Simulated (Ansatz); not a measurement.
# CH8SSi2: a ladder of functionals and wavefunction methods

Aim: compute CH8SSi2 with functionals from several rungs and with coupled cluster, and see how far each lands from CCSD(T) at the basis-set limit for the atomisation energy.

The runs use Ansatz 0.2.0, Gaussian basis; functionals in def2-TZVPP, the program's frozen cores in correlated methods.

The runs, in order: LDA (SPW92), PBE-D4, revPBE-D4, BLYP-D4, r2SCAN-D4, B97M-V, PBE0-D4, B3LYP-D4, r2SCANh-D4, r2SCAN0-D4, HSE06-D4, BHLYP-D4, CAM-B3LYP-D4, LC-ωPBE, ωB97X-V, ωB97M-V, B2PLYP, PBE-QIDH; CCSD(T)/def2-SVP; CCSD(T)/def2-TZVPP; MP2/def2-QZVPP; extrapolation to the limit; RPA on PBE.

### Step 1. The relaxed structure

All runs share one geometry, relaxed beforehand with PBE0-D4 in a triple-zeta def2 set.

12 atoms, charge 0, spin multiplicity 1.

Atoms are counted from 1 here; the program's logs count them from 0.

Bond lengths: C1–Si2 1.874 Å, C1–H5 1.092 Å, C1–H6 1.092 Å, C1–H7 1.092 Å, Si2–Si3 2.339 Å, Si2–H8 1.492 Å, Si2–H9 1.491 Å, Si3–S4 2.151 Å, Si3–H10 1.487 Å, Si3–H11 1.489 Å, S4–H12 1.344 Å. Angles: Si2–C1–H5 110.7°, Si2–C1–H6 110.9°, Si2–C1–H7 110.3°, H5–C1–H6 108.3°, H5–C1–H7 108.1°, H6–C1–H7 108.5°, C1–Si2–Si3 110.4°, C1–Si2–H8 110.5°, C1–Si2–H9 111.1°, Si3–Si2–H8 107.1°, Si3–Si2–H9 110.1°, H8–Si2–H9 107.6°, Si2–Si3–S4 109.3°, Si2–Si3–H10 111.9°, Si2–Si3–H11 112.3°, S4–Si3–H10 103.6°, S4–Si3–H11 111.2°, H10–Si3–H11 108.2° and more.

Geometry (Å):

```xyz
12
CH8SSi2
C    -0.88722    1.61375   -0.21457
Si   -0.24760    0.30863    0.96762
Si    1.29273   -1.08158   -0.11139
S     0.35327   -1.99415   -1.81733
H    -0.07959    2.27810   -0.52926
H    -1.66507    2.21897    0.25576
H    -1.30613    1.14313   -1.10653
H    -1.36528   -0.55819    1.44242
H     0.37893    0.93302    2.16800
H     2.41755   -0.30907   -0.70340
H     1.86410   -2.10919    0.80261
H    -0.67871   -2.49873   -1.11983
```

### Step 2. LDA

This LDA is Slater exchange with PW92 correlation.

Input file in.yaml:

```yaml
crystal:
  periodic: [false, false, false]
  atoms:
    - {symbol: C, position_ang: [-0.887216, 1.613750, -0.214571]}
    - {symbol: Si, position_ang: [-0.247604, 0.308632, 0.967625]}
    - {symbol: Si, position_ang: [1.292735, -1.081581, -0.111393]}
    - {symbol: S, position_ang: [0.353271, -1.994150, -1.817334]}
    - {symbol: H, position_ang: [-0.079586, 2.278104, -0.529257]}
    - {symbol: H, position_ang: [-1.665070, 2.218975, 0.255759]}
    - {symbol: H, position_ang: [-1.306133, 1.143130, -1.106526]}
    - {symbol: H, position_ang: [-1.365276, -0.558189, 1.442415]}
    - {symbol: H, position_ang: [0.378926, 0.933020, 2.168003]}
    - {symbol: H, position_ang: [2.417554, -0.309070, -0.703404]}
    - {symbol: H, position_ang: [1.864103, -2.109188, 0.802615]}
    - {symbol: H, position_ang: [-0.678705, -2.498735, -1.119831]}
basis:
  gaussian: {orbitals: def2-TZVPP}
hamiltonian: {xc: lda}
output: {orbitals: {seedname: orbitals}}
```

Run with:

```bash
ansatz run in.yaml --threads 4 --pin off --events-out ev --progress --plain --max-ram 10444MiB
```

After this run come: PBE-D4 (GGA); revPBE-D4 (GGA); BLYP-D4 (GGA); r2SCAN-D4 (meta-GGA); B97M-V (meta-GGA); PBE0-D4 (hybrid); B3LYP-D4 (hybrid); r2SCANh-D4 (hybrid); r2SCAN0-D4 (hybrid); HSE06-D4 (hybrid); BHLYP-D4 (hybrid); CAM-B3LYP-D4 (range-separated); LC-ωPBE (range-separated); ωB97X-V (range-separated); ωB97M-V (range-separated); B2PLYP (double hybrid); PBE-QIDH (double hybrid); CCSD(T) in def2-SVP; CCSD(T) in def2-TZVPP; MP2 in def2-QZVPP; RPA on PBE orbitals.

**Question.** What will the summary of the whole plan be? Wanted: atomisation energy, CCSD(T)/CBS; farthest beyond LDA; mean size of error, GGA; mean size of error, meta-GGA; mean size of error, hybrid; mean size of error, range-separated; mean size of error, double hybrid; gap, smallest and largest; T1 diagnostic.

As calculated:

```
                               quantity                                                           value
        atomisation energy, CCSD(T)/CBS                                                       40.037 eV
    functionals within 0.200 eV (0.5 %)  PBE-D4, r2SCAN-D4, B3LYP-D4, r2SCANh-D4, CAM-B3LYP-D4, ωB97M-V
                    farthest beyond LDA                                           revPBE-D4 (-0.681 eV)
                mean size of error, GGA                                                        0.432 eV
           mean size of error, meta-GGA                                                        0.153 eV
             mean size of error, hybrid                                                        0.252 eV
    mean size of error, range-separated                                                        0.227 eV
      mean size of error, double hybrid                                                        0.544 eV
              gap, smallest and largest                       4.84 eV (LDA (SPW92)), 11.72 eV (LC-ωPBE)
                          T1 diagnostic                                                          0.0115
triples share of the correlation energy                                                           3.8 %
```

The LDA atomisation energy is off by 4.414 eV (11 %): it overbinds. PBE-D4 is off by -0.080 eV. Double hybrids carry the basis error of their MP2 part in triple zeta, and no dispersion term here, so their miss is partly the set-up's. By mean error the best rung here is meta-GGA (0.153 eV) and the worst beyond LDA is double hybrid (0.544 eV). The gap between the best rungs is small, so their order is not settled. Misses under about 0.200 eV are within the doubt on the reference itself, which lacks core-valence correlation, relativity and higher excitations. Hartree-Fock recovers 76 % of the binding; the rest is correlation. CCSD(T) in def2-SVP is off by -2.630 eV, which most functionals beat. The gap grows from 4.8 to 11.7 eV across the functionals, mostly with the share of exact exchange.
